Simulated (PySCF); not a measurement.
# C2H8N2OSi: the cost of one run

Computed with PySCF 2.14.0, with density-fitted response routines of our own, on a single molecule in the gas phase. Atoms are numbered from 0 throughout.

## (1) Starting geometry

14 atoms, charge 0, multiplicity 1; geometry from: GFN2-xTB. The atoms were then displaced at random by about 0.01 Å, so the start is not that level's minimum.

Bonds of the start (Å): N0–Si1 1.69, Si1–N2 1.73, Si1–C3 1.96, C3–C4 1.43, C4–O5 1.21, N0–H6 1.03, N0–H7 1.03, Si1–H8 1.49, N2–H9 1.00, N2–H10 0.99, C3–H11 1.08, C3–H12 1.06, C4–H13 1.12.

## (2) Relaxing the molecule at PBE0-D3(BJ)/def2-SVP

Job settings and geometry (Å):

```
{"job": {"xc": "PBE0", "basis": "def2-SVP", "d3": "d3bj", "grid": 1, "shake": 0.01, "kind": "geom"}, "charge": 0, "multiplicity": 1}
N     -0.879130     1.385640    -0.505030
Si    -0.617860    -0.030160     0.388610
N     -1.780530    -1.292540     0.171130
C      1.062600    -0.673380    -0.376320
C      2.036940     0.323800    -0.058280
O      2.233740     1.359390    -0.660320
H     -1.664650     2.016970    -0.299830
H     -0.081220     1.954860    -0.806550
H     -0.499450     0.114280     1.865830
H     -2.663640    -1.200410     0.627180
H     -1.873110    -1.721930    -0.716830
H      0.886510    -0.741900    -1.440450
H      1.244140    -1.636920     0.031370
H      2.588520     0.127220     0.891840
```

The run is started by

```bash
$ OMP_NUM_THREADS=1 python probes_run.py task.json out
```

The driver reads the jobs from task.json and runs them one after another.

Q: Estimate the wall time and peak memory of this first job on 1 thread of Arm Neoverse V1, shared host.

About 2.3 min, with a peak of 0.55 GiB.
